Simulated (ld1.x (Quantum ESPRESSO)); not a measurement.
# How the rcutus of the p waves shapes an ultrasoft potential for Cu

Aim: generate and test one potential in full, then change the rcutus of the p waves and see what happens to hardness, ghosts and transferability.

The numbers are computed with ld1.x (Quantum ESPRESSO) 7.5 (LDA (PZ), scalar-relativistic, spin-unpolarised reference atom).

3 further runs of the same task are left out: 2 that didn't finish, 1 set aside as unsound or not needed.

**1. The design**

The settings as typed:

```json
{"element": "copper (Cu, Z = 29)", "type": "ultrasoft", "frozen core": "[Ar]", "valence charge": "11", "reference configuration": "3d9 4s2 4p0", "partial waves": "4s (bound): rcut 1.75, rcutus 2.40 bohr; 4s channel at 0.1 Ry: rcut 1.75, rcutus 2.40 bohr; 4p (bound, empty): rcut 2.00, rcutus 2.64 bohr; 4p channel at 0.45 Ry: rcut 2.00, rcutus 2.64 bohr; 3d (bound): rcut 1.45, rcutus 1.55 bohr; 3d channel at 0.35 Ry: rcut 1.45, rcutus 1.55 bohr", "local potential": "all-electron potential smoothed inside 2.25 bohr (lloc = -1)", "core correction": "not asked for", "augmentation charge": "PSQ, inside the norm-conserving radii"}
```

The outer shells as boxes (Hund's rule for the drawing; the calculation is spin-unpolarised):

```
[Ar] core
3d [↑↓][↑↓][↑↓][↑↓][↑ ]
4s [↑↓]
4p [  ][  ][  ]
```

An earlier all-electron run gives the scale for the radii.

All-electron outer shells of the reference configuration (LDA (PZ), scalar-relativistic, ld1.x):

| shell | level (eV) | outermost node (bohr) | outermost maximum (bohr) |
| --- | --- | --- | --- |
| 3s | -119.41 | 0.29 | 0.61 |
| 3p | -77.17 | 0.26 | 0.62 |
| 3d | -9.79 | – | 0.60 |
| 4s | -6.05 | 0.88 | 2.13 |
| 4p | -1.29 | 0.96 | 3.07 |

**2. Generation of the first potential**

File Cu.in:

```
 &input
   title='Cu', zed=29., rel=1, dft='PZ', iswitch=3,
   config='[Ar] 3d9 4s2 4p0',
   nld=3, rlderiv=2.85, eminld=-3.0, emaxld=5.0, deld=0.02
 /
 &inputp
   pseudotype=3, tm=.true., lloc=-1, rcloc=2.25,
   nlcc=.false.,
   which_augfun='PSQ', rmatch_augfun_nc=.true.,
   file_pseudopw='Cu.UPF', file_wfcaegen='ae.wfc', file_wfcncgen='nc.wfc', file_beta='beta', file_chi='chi', file_wfcusgen='us.wfc'
 /
6
4S  1  0   2.00   0.00  1.75  2.40  0.0
4S  1  0   0.00   0.10  1.75  2.40  0.0
4P  2  1   0.00   0.00  2.00  2.64  0.0
4P  2  1   0.00   0.45  2.00  2.64  0.0
3D  3  2   9.00   0.00  1.45  1.55  0.0
3D  3  2   0.00   0.35  1.45  1.55  0.0
 &test
   configts(1)='3d9 4s2 4p0'
 /
```

Run with:

```sh
$ ld1.x < Cu.in > Cu.out
```

What the program wrote to Cu.out (without the banner and most projector matrices):

```text
     Program LD1 v.7.5
     --------------------------- All-electron run ----------------------------

     Cu
     scalar relativistic calculation

     atomic number is 29.00
     dft =PZ   lsd =0 sic =0 latt =0  beta=0.20 tr2=1.0E-14
     Exchange-correlation= PZ
                           (   1   1   0   0   0   0   0)
     mesh =1199 r(mesh) = 100.25372 a.u. xmin = -7.00 dx = 0.01250
     1 Ry =  13.60569312 eV, c = 137.03599908

     n l     nl                  e(Ry)          e(Ha)          e(eV)
     1 0     1S 1( 2.00)      -649.6240      -324.8120     -8838.5852
     2 0     2S 1( 2.00)       -78.3634       -39.1817     -1066.1878
     2 1     2P 1( 6.00)       -67.7777       -33.8888      -922.1619
     3 0     3S 1( 2.00)        -8.7766        -4.3883      -119.4121
     3 1     3P 1( 6.00)        -5.6719        -2.8360       -77.1702
     3 2     3D 1( 9.00)        -0.7196        -0.3598        -9.7913
     4 0     4S 1( 2.00)        -0.4445        -0.2222        -6.0475
     4 1     4P 1( 0.00)        -0.0948        -0.0474        -1.2895

     final scf error:  3.1E-15 reached in  19 iterations

     Etot =   -3304.370942 Ry,   -1652.185471 Ha,  -44958.256995 eV

     Ekin =    3352.198775 Ry,    1676.099388 Ha,   45608.987826 eV
     Encl =   -7951.957611 Ry,   -3975.978805 Ha, -108191.894981 eV
     Eh   =    1424.700125 Ry,     712.350062 Ha,   19384.032686 eV
     Exc  =    -129.312231 Ry,     -64.656115 Ha,   -1759.382527 eV

     normalization and overlap integrals

     s(1S/1S) =  1.000000  <r> =   0.0522  <r2> =    0.0037  r(max) =   0.0341
     s(2S/2S) =  1.000000  <r> =   0.2357  <r2> =    0.0655  r(max) =   0.1960
     s(2P/2P) =  1.000000  <r> =   0.2067  <r2> =    0.0524  r(max) =   0.1585
     s(3S/3S) =  1.000000  <r> =   0.7106  <r2> =    0.5840  r(max) =   0.6112
     s(3P/3P) =  1.000000  <r> =   0.7452  <r2> =    0.6570  r(max) =   0.6189
     s(3D/3D) =  1.000000  <r> =   0.9586  <r2> =    1.2501  r(max) =   0.5961
     s(4S/4S) =  1.000000  <r> =   2.7034  <r2> =    8.5631  r(max) =   2.1334
     s(4P/4P) =  1.000000  <r> =   4.1756  <r2> =   21.2800  r(max) =   3.0655

     ------------------------ End of All-electron run ------------------------

     --------------------- Generating US pseudopotential ---------------------

      Generating local potential from pseudized AE potential:
      Matching radius rcloc =   2.2500

      Local pseudo, rcloc= 2.243 Estimated cut-off energy=     4.86 Ry
      Wfc-us  4S rcutus= 2.417  Estimated cut-off energy=     7.85 Ry
      Wfc-us  4S rcutus= 2.417  Estimated cut-off energy=     9.00 Ry
      Wfc-us  4P rcutus= 2.672  Estimated cut-off energy=    10.30 Ry
      Wfc-us  4P rcutus= 2.672  Estimated cut-off energy=    11.31 Ry
      Wfc-us  3D rcutus= 1.541  Estimated cut-off energy=    49.28 Ry
      Wfc-us  3D rcutus= 1.541  Estimated cut-off energy=    78.40 Ry

     Q pseudized with Bessel functions
     Expected ecutrho=     206.1160 due to l1=  2   l2=  2

     ------------------- End of pseudopotential generation -------------------

     [... the all-electron block is printed once more ...]


     Computing logarithmic derivative in   2.86187
     Computing logarithmic derivative in   2.86187
     Computing the partial wave expansion
     R is outside the sphere for l=    0 j= 0.00
     R is outside the sphere for l=    0 j= 0.00
     R is outside the sphere for l=    1 j= 0.00
     R is outside the sphere for l=    1 j= 0.00
     R is outside the sphere for l=    2 j= 0.00
     R is outside the sphere for l=    2 j= 0.00

     ---------------------- Testing the pseudopotential ----------------------

     Cu
     scalar relativistic calculation

     atomic number is 29.00   valence charge is 11.00
     dft =PZ   lsd =0 sic =0 latt =0  beta=0.20 tr2=1.0E-14
     mesh =1199 r(mesh) = 100.25372 xmin = -7.00 dx = 0.01250

     n l     nl             e AE (Ry)        e PS (Ry)    De AE-PS (Ry)
     3 2     3D   1( 9.00)       -0.71965       -0.71965        0.00000
     1 0     4S   1( 2.00)       -0.44448       -0.44448        0.00000
     2 1     4P   1( 0.00)       -0.09477       -0.09477        0.00000

     eps = 2.1E-15  iter =  4

     Etot =   -3304.370942 Ry,   -1652.185471 Ha,  -44958.256995 eV
     Etotps =   -99.668294 Ry,     -49.834147 Ha,   -1356.056220 eV

     Ekin =      30.149436 Ry,      15.074718 Ha,     410.203974 eV
     Encl =    -209.706539 Ry,    -104.853270 Ha,   -2853.202816 eV
     Ehrt =      97.007931 Ry,      48.503965 Ha,    1319.860139 eV
     Ecxc =     -14.989562 Ry,      -7.494781 Ha,    -203.943386 eV
     Epseu=      -2.129559 Ry,      -1.064780 Ha,     -28.974131 eV

     ---------------------- End of pseudopotential test ----------------------
```

Wall time 1.8 s (1 thread, shared host). This counts the later configuration tests of the new file too.

Partial waves on a coarse radial grid (AE all-electron, PS pseudo):

```tsv
r (bohr)	4p AE	4p PS	3d AE	3d PS
0.132	0.0995	0.0038	0.1925	0.0057
0.264	-0.0107	0.0150	0.5968	0.0426
0.396	-0.1290	0.0331	0.8806	0.1285
0.528	-0.1700	0.0573	0.9964	0.2596
0.660	-0.1479	0.0867	0.9983	0.4122
0.792	-0.0913	0.1200	0.9415	0.5520
0.924	-0.0205	0.1559	0.8606	0.6479
1.056	0.0528	0.1932	0.7736	0.6838
1.188	0.1226	0.2306	0.6892	0.6639
1.320	0.1863	0.2671	0.6110	0.6079
1.452	0.2430	0.3019	0.5404	0.5405
1.584	0.2924	0.3342	0.4775	0.4775
1.716	0.3350	0.3637	0.4218	0.4218
1.848	0.3713	0.3900	0.3727	0.3727
1.980	0.4018	0.4133	0.3295	0.3295
2.112	0.4271	0.4335	0.2915	0.2915
2.244	0.4478	0.4508	0.2580	0.2580
2.376	0.4643	0.4653	0.2285	0.2285
2.508	0.4771	0.4773	0.2025	0.2025
2.640	0.4867	0.4867	0.1796	0.1796
2.772	0.4933	0.4933	0.1594	0.1594
2.904	0.4973	0.4973	0.1415	0.1415
3.036	0.4990	0.4990	0.1257	0.1257
3.168	0.4987	0.4987	0.1117	0.1117
3.300	0.4967	0.4967	0.0992	0.0992
3.432	0.4930	0.4930	0.0882	0.0882
```

**3. Configuration tests**

File Cu.test.in:

```
 &input
   title='Cu', zed=29., rel=1, dft='PZ', iswitch=2,
   config='[Ar] 3d9 4s2 4p0'
 /
 &test
   file_pseudo='Cu.UPF', nconf=10,
   configts(1)='3d9 4s2 4p0',
   configts(2)='3d10 4s1 4p0',
   configts(3)='3d10 4s0 4p0',
   configts(4)='3d9 4s0 4p0',
   configts(5)='3d10 4s0 4p1',
   configts(6)='3d7 4s0 4p0',
   configts(7)='3d10 4s0.5 4p0',
   configts(8)='3d9 4s1 4p0',
   configts(9)='3d9 4s2 4p0', lsdts(9)=1,
   configts(10)='3d10 4s1 4p0', lsdts(10)=1
 /
```

Run with:

```sh
$ ld1.x < Cu.test.in > Cu.test.out
```

Cu.test.out, the pseudopotential blocks, each with the warnings that came before it:

```text
     ---------------------- Testing the pseudopotential ----------------------

     Cu
     scalar relativistic calculation

     atomic number is 29.00   valence charge is 11.00
     dft =PZ   lsd =0 sic =0 latt =0  beta=0.20 tr2=1.0E-14
     mesh =1199 r(mesh) = 100.25372 xmin = -7.00 dx = 0.01250

     n l     nl             e AE (Ry)        e PS (Ry)    De AE-PS (Ry)
     3 2     3D   1( 9.00)       -0.71965       -0.71965        0.00000
     1 0     4S   1( 2.00)       -0.44448       -0.44448        0.00000
     2 1     4P   1( 0.00)       -0.09477       -0.09477        0.00000

     eps = 2.1E-15  iter =  4

     Etot =   -3304.370942 Ry,   -1652.185471 Ha,  -44958.256995 eV
     Etotps =   -99.668294 Ry,     -49.834147 Ha,   -1356.056220 eV

     Ekin =      30.149436 Ry,      15.074718 Ha,     410.203974 eV
     Encl =    -209.706539 Ry,    -104.853270 Ha,   -2853.202816 eV
     Ehrt =      97.007931 Ry,      48.503965 Ha,    1319.860139 eV
     Ecxc =     -14.989562 Ry,      -7.494781 Ha,    -203.943386 eV
     Epseu=      -2.129559 Ry,      -1.064780 Ha,     -28.974131 eV

     ---------------------- End of pseudopotential test ----------------------

     Warning: n=3, l=2 expected 0 nodes, found 1
     ---------------------- Testing the pseudopotential ----------------------

     Cu
     scalar relativistic calculation

     atomic number is 29.00   valence charge is 11.00
     dft =PZ   lsd =0 sic =0 latt =0  beta=0.20 tr2=1.0E-14
     mesh =1199 r(mesh) = 100.25372 xmin = -7.00 dx = 0.01250

     n l     nl             e AE (Ry)        e PS (Ry)    De AE-PS (Ry)
     3 2     3D   1(10.00)       -0.39133       -0.38360       -0.00773  !
     1 0     4S   1( 1.00)       -0.35756       -0.36231        0.00475
     2 1     4P   1( 0.00)       -0.05769       -0.05930        0.00161

     eps = 2.4E-15  iter = 19

     Etot =   -3304.518170 Ry,   -1652.259085 Ha,  -44960.260135 eV
     Etotps =   -99.807342 Ry,     -49.903671 Ha,   -1357.948064 eV
     dEtot_ae =      -0.147228 Ry
     dEtot_ps =      -0.139048 Ry,   Delta E=      -0.008180 Ry

     Ekin =      30.928140 Ry,      15.464070 Ha,     420.798776 eV
     Encl =    -213.574211 Ry,    -106.787106 Ha,   -2905.825178 eV
     Ehrt =     100.451777 Ry,      50.225889 Ha,    1366.716053 eV
     Ecxc =     -15.418262 Ry,      -7.709131 Ha,    -209.776142 eV
     Epseu=      -2.194785 Ry,      -1.097393 Ha,     -29.861574 eV

     ---------------------- End of pseudopotential test ----------------------

     ---------------------- Testing the pseudopotential ----------------------

     Cu
     scalar relativistic calculation

     atomic number is 29.00   valence charge is 11.00
     dft =PZ   lsd =0 sic =0 latt =0  beta=0.20 tr2=1.0E-14
     mesh =1199 r(mesh) = 100.25372 xmin = -7.00 dx = 0.01250

     n l     nl             e AE (Ry)        e PS (Ry)    De AE-PS (Ry)
     3 2     3D   1(10.00)       -1.02947       -1.01746       -0.01201  !
     1 0     4S   1( 0.00)       -0.89362       -0.90270        0.00908  !
     2 1     4P   1( 0.00)       -0.48749       -0.49432        0.00683  !

     eps = 6.6E-16  iter = 14

     Etot =   -3303.898252 Ry,   -1651.949126 Ha,  -44951.825730 eV
     Etotps =   -99.180638 Ry,     -49.590319 Ha,   -1349.421325 eV
     dEtot_ae =       0.472689 Ry
     dEtot_ps =       0.487656 Ry,   Delta E=      -0.014967 Ry

     Ekin =      31.006375 Ry,      15.503188 Ha,     421.863229 eV
     Encl =    -206.430136 Ry,    -103.215068 Ha,   -2808.625088 eV
     Ehrt =      93.749605 Ry,      46.874802 Ha,    1275.528353 eV
     Ecxc =     -15.083475 Ry,      -7.541738 Ha,    -205.221136 eV
     Epseu=      -2.423006 Ry,      -1.211503 Ha,     -32.966682 eV

     ---------------------- End of pseudopotential test ----------------------

     ---------------------- Testing the pseudopotential ----------------------

     Cu
     scalar relativistic calculation

     atomic number is 29.00   valence charge is 11.00
     dft =PZ   lsd =0 sic =0 latt =0  beta=0.20 tr2=1.0E-14
     mesh =1199 r(mesh) = 100.25372 xmin = -7.00 dx = 0.01250

     n l     nl             e AE (Ry)        e PS (Ry)    De AE-PS (Ry)
     3 2     3D   1( 9.00)       -2.20362       -2.19051       -0.01311  !
     1 0     4S   1( 0.00)       -1.65738       -1.65685       -0.00053
     2 1     4P   1( 0.00)       -1.13097       -1.13148        0.00051

     eps = 1.9E-15  iter =  8

     Etot =   -3302.304289 Ry,   -1651.152145 Ha,  -44930.138757 eV
     Etotps =   -97.601434 Ry,     -48.800717 Ha,   -1327.935156 eV
     dEtot_ae =       2.066652 Ry
     dEtot_ps =       2.066860 Ry,   Delta E=      -0.000208 Ry

     Ekin =      30.053594 Ry,      15.026797 Ha,     408.899977 eV
     Encl =    -193.133717 Ry,     -96.566858 Ha,   -2627.718081 eV
     Ehrt =      82.333474 Ry,      41.166737 Ha,    1120.203981 eV
     Ecxc =     -14.127585 Ry,      -7.063792 Ha,    -192.215584 eV
     Epseu=      -2.727200 Ry,      -1.363600 Ha,     -37.105449 eV

     ---------------------- End of pseudopotential test ----------------------

     ---------------------- Testing the pseudopotential ----------------------

     Cu
     scalar relativistic calculation

     atomic number is 29.00   valence charge is 11.00
     dft =PZ   lsd =0 sic =0 latt =0  beta=0.20 tr2=1.0E-14
     mesh =1199 r(mesh) = 100.25372 xmin = -7.00 dx = 0.01250

     n l     nl             e AE (Ry)        e PS (Ry)    De AE-PS (Ry)
     3 2     3D   1(10.00)       -0.54411       -0.53193       -0.01219  !
     1 0     4S   1( 0.00)       -0.46441       -0.46883        0.00442
     2 1     4P   1( 1.00)       -0.13637       -0.13779        0.00142

     eps = 7.7E-15  iter = 20

     Etot =   -3304.205276 Ry,   -1652.102638 Ha,  -44956.003006 eV
     Etotps =   -99.491289 Ry,     -49.745645 Ha,   -1353.647949 eV
     dEtot_ae =       0.165665 Ry
     dEtot_ps =       0.177005 Ry,   Delta E=      -0.011340 Ry

     Ekin =      31.188258 Ry,      15.594129 Ha,     424.337863 eV
     Encl =    -211.834147 Ry,    -105.917073 Ha,   -2882.150395 eV
     Ehrt =      98.842918 Ry,      49.421459 Ha,    1344.826410 eV
     Ecxc =     -15.303847 Ry,      -7.651924 Ha,    -208.219447 eV
     Epseu=      -2.384471 Ry,      -1.192235 Ha,     -32.442380 eV

     ---------------------- End of pseudopotential test ----------------------

     ---------------------- Testing the pseudopotential ----------------------

     Cu
     scalar relativistic calculation

     atomic number is 29.00   valence charge is 11.00
     dft =PZ   lsd =0 sic =0 latt =0  beta=0.20 tr2=1.0E-14
     mesh =1199 r(mesh) = 100.25372 xmin = -7.00 dx = 0.01250

     n l     nl             e AE (Ry)        e PS (Ry)    De AE-PS (Ry)
     3 2     3D   1( 7.00)       -5.23669       -5.38199        0.14531  !
     1 0     4S   1( 0.00)       -3.53710       -3.53255       -0.00456
     2 1     4P   1( 0.00)       -2.80922       -2.78460       -0.02462  !

     eps = 6.9E-15  iter = 14

     Etot =   -3294.998900 Ry,   -1647.499450 Ha,  -44830.743872 eV
     Etotps =   -90.209287 Ry,     -45.104643 Ha,   -1227.359875 eV
     dEtot_ae =       9.372042 Ry
     dEtot_ps =       9.459007 Ry,   Delta E=      -0.086965 Ry

     Ekin =      27.387517 Ry,      13.693759 Ha,     372.626156 eV
     Encl =    -158.513381 Ry,     -79.256690 Ha,   -2156.684412 eV
     Ehrt =      56.107788 Ry,      28.053894 Ha,     763.385339 eV
     Ecxc =     -11.344872 Ry,      -5.672436 Ha,    -154.354847 eV
     Epseu=      -3.846339 Ry,      -1.923170 Ha,     -52.332111 eV

     ---------------------- End of pseudopotential test ----------------------

     ---------------------- Testing the pseudopotential ----------------------

     Cu
     scalar relativistic calculation

     atomic number is 29.00   valence charge is 11.00
     dft =PZ   lsd =0 sic =0 latt =0  beta=0.20 tr2=1.0E-14
     mesh =1199 r(mesh) = 100.25372 xmin = -7.00 dx = 0.01250

     n l     nl             e AE (Ry)        e PS (Ry)    De AE-PS (Ry)
     3 2     3D   1(10.00)       -0.69563       -0.68622       -0.00942  !
     1 0     4S   1( 0.50)       -0.61713       -0.62376        0.00663  !
     2 1     4P   1( 0.00)       -0.26113       -0.26489        0.00376

     eps = 3.1E-15  iter = 13

     Etot =   -3304.275454 Ry,   -1652.137727 Ha,  -44956.957823 eV
     Etotps =   -99.561768 Ry,     -49.780884 Ha,   -1354.606859 eV
     dEtot_ae =       0.095487 Ry
     dEtot_ps =       0.106526 Ry,   Delta E=      -0.011039 Ry

     Ekin =      30.975745 Ry,      15.487872 Ha,     421.446474 eV
     Encl =    -210.174614 Ry,    -105.087307 Ha,   -2859.571306 eV
     Ehrt =      97.181642 Ry,      48.590821 Ha,    1322.223596 eV
     Ecxc =     -15.253553 Ry,      -7.626777 Ha,    -207.535166 eV
     Epseu=      -2.290986 Ry,      -1.145493 Ha,     -31.170457 eV

     ---------------------- End of pseudopotential test ----------------------

     ---------------------- Testing the pseudopotential ----------------------

     Cu
     scalar relativistic calculation

     atomic number is 29.00   valence charge is 11.00
     dft =PZ   lsd =0 sic =0 latt =0  beta=0.20 tr2=1.0E-14
     mesh =1199 r(mesh) = 100.25372 xmin = -7.00 dx = 0.01250

     n l     nl             e AE (Ry)        e PS (Ry)    De AE-PS (Ry)
     3 2     3D   1( 9.00)       -1.41147       -1.40696       -0.00451
     1 0     4S   1( 1.00)       -1.02415       -1.02428        0.00013
     2 1     4P   1( 0.00)       -0.58100       -0.58128        0.00028

     eps = 6.1E-15  iter =  7

     Etot =   -3303.643421 Ry,   -1651.821710 Ha,  -44948.358573 eV
     Etotps =   -98.940616 Ry,     -49.470308 Ha,   -1346.155665 eV
     dEtot_ae =       0.727521 Ry
     dEtot_ps =       0.727677 Ry,   Delta E=      -0.000157 Ry

     Ekin =      30.146147 Ry,      15.073074 Ha,     410.159229 eV
     Encl =    -201.996273 Ry,    -100.998137 Ha,   -2748.299305 eV
     Ehrt =      89.831215 Ry,      44.915608 Ha,    1222.215945 eV
     Ecxc =     -14.563823 Ry,      -7.281912 Ha,    -198.150907 eV
     Epseu=      -2.357883 Ry,      -1.178941 Ha,     -32.080627 eV

     ---------------------- End of pseudopotential test ----------------------

     ---------------------- Testing the pseudopotential ----------------------

     Cu
     scalar relativistic calculation

     atomic number is 29.00   valence charge is 11.00
     dft =PZ   lsd =1 sic =0 latt =0  beta=0.20 tr2=1.0E-14
     mesh =1199 r(mesh) = 100.25372 xmin = -7.00 dx = 0.01250

     n l     nl             e AE (Ry)        e PS (Ry)    De AE-PS (Ry)
     3 2     3D   1( 5.00)       -0.75266       -0.77940        0.02674  !
     1 0     4S   1( 1.00)       -0.45009       -0.45036        0.00027
     2 1     4P   1( 0.00)       -0.09657       -0.09634       -0.00023
     3 2     3D   2( 4.00)       -0.68352       -0.65450       -0.02901  !
     1 0     4S   2( 1.00)       -0.43868       -0.43878        0.00010
     2 1     4P   2( 0.00)       -0.09303       -0.09345        0.00042

     eps = 3.9E-15  iter = 11

     Etot =   -3304.388228 Ry,   -1652.194114 Ha,  -44958.492189 eV
     Etotps =   -99.699491 Ry,     -49.849746 Ha,   -1356.480685 eV
     dEtot_ae =      -0.017286 Ry
     dEtot_ps =      -0.031198 Ry,   Delta E=       0.013911 Ry

     Ekin =      30.161518 Ry,      15.080759 Ha,     410.368356 eV
     Encl =    -209.712919 Ry,    -104.856460 Ha,   -2853.289623 eV
     Ehrt =      97.014239 Ry,      48.507119 Ha,    1319.945959 eV
     Ecxc =     -15.025618 Ry,      -7.512809 Ha,    -204.433942 eV
     Epseu=      -2.136711 Ry,      -1.068355 Ha,     -29.071434 eV

     ---------------------- End of pseudopotential test ----------------------

     ---------------------- Testing the pseudopotential ----------------------

     Cu
     scalar relativistic calculation

     atomic number is 29.00   valence charge is 11.00
     dft =PZ   lsd =1 sic =0 latt =0  beta=0.20 tr2=1.0E-14
     mesh =1199 r(mesh) = 100.25372 xmin = -7.00 dx = 0.01250

     n l     nl             e AE (Ry)        e PS (Ry)    De AE-PS (Ry)
     3 2     3D   1( 5.00)       -0.39215       -0.38329       -0.00886  !
     1 0     4S   1( 1.00)       -0.37955       -0.38476        0.00521  !
     2 1     4P   1( 0.00)       -0.07165       -0.07349        0.00184
     3 2     3D   2( 5.00)       -0.38135       -0.37454       -0.00681  !
     1 0     4S   2( 0.00)       -0.32405       -0.32821        0.00416
     2 1     4P   2( 0.00)       -0.03555       -0.03693        0.00138

     eps = 7.3E-15  iter = 25

     Etot =   -3304.531666 Ry,   -1652.265833 Ha,  -44960.443764 eV
     Etotps =   -99.821113 Ry,     -49.910556 Ha,   -1358.135430 eV
     dEtot_ae =      -0.160725 Ry
     dEtot_ps =      -0.152819 Ry,   Delta E=      -0.007905 Ry

     Ekin =      30.936247 Ry,      15.468123 Ha,     420.909077 eV
     Encl =    -213.623853 Ry,    -106.811926 Ha,   -2906.500582 eV
     Ehrt =     100.498174 Ry,      50.249087 Ha,    1367.347309 eV
     Ecxc =     -15.437874 Ry,      -7.718937 Ha,    -210.042971 eV
     Epseu=      -2.193807 Ry,      -1.096903 Ha,     -29.848263 eV

     ---------------------- End of pseudopotential test ----------------------
```

Energies count from the reference configuration 3d9 4s2 4p0; the error is all-electron less pseudo. Spin-polarised rows fill open shells by Hund's rule and count from the unpolarised reference. A star marks tests that logged a warning.

| valence configuration | charge | ΔE all-electron (eV) | error AE − PS (meV) |
| --- | --- | --- | --- |
| 3d10 4s1 4p0 * | 0 | -2.003 | -111 |
| 3d10 4s0 4p0 | +1 | 6.431 | -204 |
| 3d9 4s0 4p0 | +2 | 28.118 | -2.8 |
| 3d10 4s0 4p1 | 0 | 2.254 | -154 |
| 3d7 4s0 4p0 | +4 | 127.513 | -1183 |
| 3d10 4s0.5 4p0 | +0.5 | 1.299 | -150 |
| 3d9 4s1 4p0 | +1 | 9.898 | -2.1 |
| 3d9 4s2 4p0 (spin-polarised) | 0 | -0.235 | +189 |
| 3d10 4s1 4p0 (spin-polarised) | 0 | -2.187 | -108 |

[end of part 1 of 2]
